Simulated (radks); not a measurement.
# Sn⁴⁻ held by a Watson sphere

One table from this session's results is given with a row withheld; the runs are named, their logs left out.

The numbers are computed with radks (a radial shooting solver on a logarithmic mesh, Libxc functionals) version 1 (scalar-relativistic Kohn-Sham, PBEsol, spin-polarised, spherical densities, finite nucleus), except any that are marked as measured or tabulated.

## The system

- element: tin (Z = 50)
- charge: -4
- electrons: 54
- configuration: [Xe]
- nuclear rms radius: 4.6519 fm

The outer shells:

Sn⁴⁻
```
[Kr] core
4d [↑↓][↑↓][↑↓][↑↓][↑↓]
5s [↑↓]
5p [↑↓][↑↓][↑↓]
```

The first run:

The run's settings:

```text
Z 50
configuration [Xe]
relativity scalar-relativistic
functional pbe_sol,pbe_sol
spin polarised
nucleus finite rms 4.6519 fm
c 137.035999084
watson charge 4 radius 2.47 bohr
response adiabatic LDA kernel
```

Steps of the session up to this table: R = 2.47 bohr; R = 2.87 bohr; R = 4.28 bohr; R = 5.26 bohr; R = 5.5 bohr.

One of the session's tables, all rows but one given; the rest of the session is left out.

```
R (bohr)  highest level (eV)  its <r> (bohr)  sum of <r²> (bohr²)  α (bohr³)
    2.47              -7.065           2.838                91.58      50.73
    2.87                   ?               ?                    ?          ?
    4.28              -4.430           3.821                141.2      175.3
    5.26              -3.511           4.388                175.3      329.5
     5.5              -3.338           4.529                184.6      380.3
```

Q: Estimate the row for R (bohr) = 2.87 from the others.

Worked estimate for «highest level (eV)». A straight line through the neighbours (2.47, -7.065) and (4.28, -4.430) gives -7.065 + (-4.430 + 7.065) × (2.87 − 2.47) / (4.28 − 2.47) = -6.483; a parabola fitted to 3 rows on both sides gives -6.378.

**Answer.** highest level (eV): -6.430; its <r> (bohr): 3.043; sum of <r²> (bohr²): 101.0; α (bohr³): 66.13. In «highest level (eV)» the line misses by -0.053 and the parabola by +0.052.

From R = 2.47 to 5.5 bohr the top level moves from -7.065 to -3.338 eV and its mean radius from 2.84 to 4.53 bohr. A wider sphere makes a shallower well, so the ion swells. The polarisability goes from 50.7 to 380 bohr³. Response by self-consistent Sternheimer equations with the Hartree and adiabatic LDA kernel, the relativistic mass of each level held fixed and spin-orbit coupling left out. The sphere does not respond.
